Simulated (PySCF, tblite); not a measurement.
# C7H8NS radical: geometry, infrared bands and EPR parameters

Wanted: the infrared bands and EPR parameters of C7H8NS radical (`C/C=[C]\c1nc(C)cs1`), by calculation.

Computed with tblite 0.8.0 and PySCF 2.14.0, with density-fitted response routines of our own, on a single molecule in the gas phase. Atoms are numbered from 0 throughout.

**1. Starting geometry**

17 atoms, charge 0, multiplicity 2; geometry from: force field or distance geometry start.

Bonds of the start (Å): C0–C1 1.50, C1–C2 1.29, C2–C3 1.44, C3–N4 1.32, N4–C5 1.39, C5–C6 1.48, C5–C7 1.39, C7–S8 1.71, S8–C3 1.71, C0–H9 1.09, C0–H10 1.10, C0–H11 1.08, C1–H12 1.08, C6–H13 1.09, C6–H14 1.09, C6–H15 1.11, C7–H16 1.08.

**2. Relaxing the molecule with GFN2-xTB**

Job settings and geometry (Å):

```
{"job": {"kind": "relax", "xc": "GFN2-xTB", "basis": "xTB"}, "charge": 0, "multiplicity": 2}
C      3.815200     0.361700     0.229900
C      2.649500    -0.535000    -0.058700
C      1.410600    -0.190900     0.002500
C      0.025800     0.195400     0.040300
N     -0.924200    -0.684000    -0.207200
C     -2.170400    -0.079200    -0.102600
C     -3.375000    -0.894800    -0.363100
C     -2.121900     1.261700     0.257800
S     -0.498800     1.766100     0.448000
H      4.390600    -0.027900     1.070800
H      3.475700     1.375500     0.484400
H      4.452400     0.422100    -0.646000
H      2.880100    -1.566400    -0.301700
H     -4.286600    -0.310900    -0.239700
H     -3.358400    -1.281300    -1.378900
H     -3.419200    -1.741400     0.347600
H     -2.952300     1.941200     0.406800
```

Launch:

```
OMP_NUM_THREADS=1 python probes_run.py task.json out
```

The driver reads the jobs from task.json and runs them one after another.

**Question.** This job is followed by: GFN2-xTB harmonic vibrations, gas phase; UKS B3LYP, pcH-1 on C H N S, non-relativistic, mean-field spin-orbit, GIAO. What will the session give for the following? strongest single infrared mode (GFN2-xTB); zero-point energy (GFN2-xTB); g(iso) (B3LYP); ⟨S²⟩; largest a(iso) (averaged by class); potential on the surface of density 0.002 e/bohr³, 1st and 99th percentile.

**Answer**, as computed:

| quantity | value |
| --- | --- |
| strongest single infrared mode (GFN2-xTB) | 1006 cm⁻¹, 64 km/mol |
| zero-point energy (GFN2-xTB) | 79.7 kcal/mol |
| g(iso) (B3LYP) | 2.00530 |
| ⟨S²⟩ | 0.776 (exact 0.75) |
| largest a(iso) (averaged by class) | 1H on H12, 88.4 MHz |
| potential on the surface of density 0.002 e/bohr³, 1st and 99th percentile | -1.72 V and 1.06 V |

**Reading.** The optimisation took 121 steps and gained 1.012 eV; among the close pairs (by a distance rule), C3–S8 changed most, from 1.705 to 1.832 Å. All 45 modes are real, so the xTB geometry is a minimum. The strongest single mode, at 1006 cm⁻¹, is spread over many atoms; the largest shares are those of N4, C7. Unscaled tight-binding wavenumbers are off by several per cent, some by more. Its intensities can rank the bands wrongly. The largest share of the spin, 0.54 e, sits on C2. The isotropic g lies 3.0 ppt above the free-electron value. The conformer search found further structures of the same energy, which may be mirror or relabelled copies of this one.
